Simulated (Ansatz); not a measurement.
Crystal: LuBe.

```
CELL_PARAMETERS angstrom
3.32037 0.00000 0.00000
0.00000 3.32037 0.00000
0.00000 0.00000 3.32037
ATOMIC_POSITIONS crystal
Lu 0.00000 0.00000 0.00000
Be 0.50000 0.50000 0.50000
```

The cell was built by a generator and needn't be a form met in nature.

Base run:

```yaml
Program: Ansatz 0.2.0
Functional: revPBE
Potentials_or_basis: Ansatz PAW
Cutoff: "420 eV (not typed: the program's choice for these potentials)"
k_mesh: 8 × 8 × 8
Occupations: fermi-dirac, width 0.05 eV
Spin: no spin polarisation
```

Its results: band gap on the k mesh none (metal or under the smearing width); pressure 1.8 GPa.

Problem. After a change of settings the same cell gave: band gap on the k mesh none (metal or under the smearing width); pressure -5.4 GPa. Which change was it?
A. functional from revPBE to LDA
B. functional from revPBE to RPBE
C. functional from revPBE to BLYP
D. functional from revPBE to PBEsol

Solution. A.

LDA binds more tightly than revPBE, so the same cell stands under less pressure.

Caveats: spin-orbit coupling is left out, which moves the levels of the heavy elements; the PAW data sets come from PBE, with cores solved anew for the run's functional, which leaves a small shift of forces and pressure.

Runs at the PBE level aren't shown here.
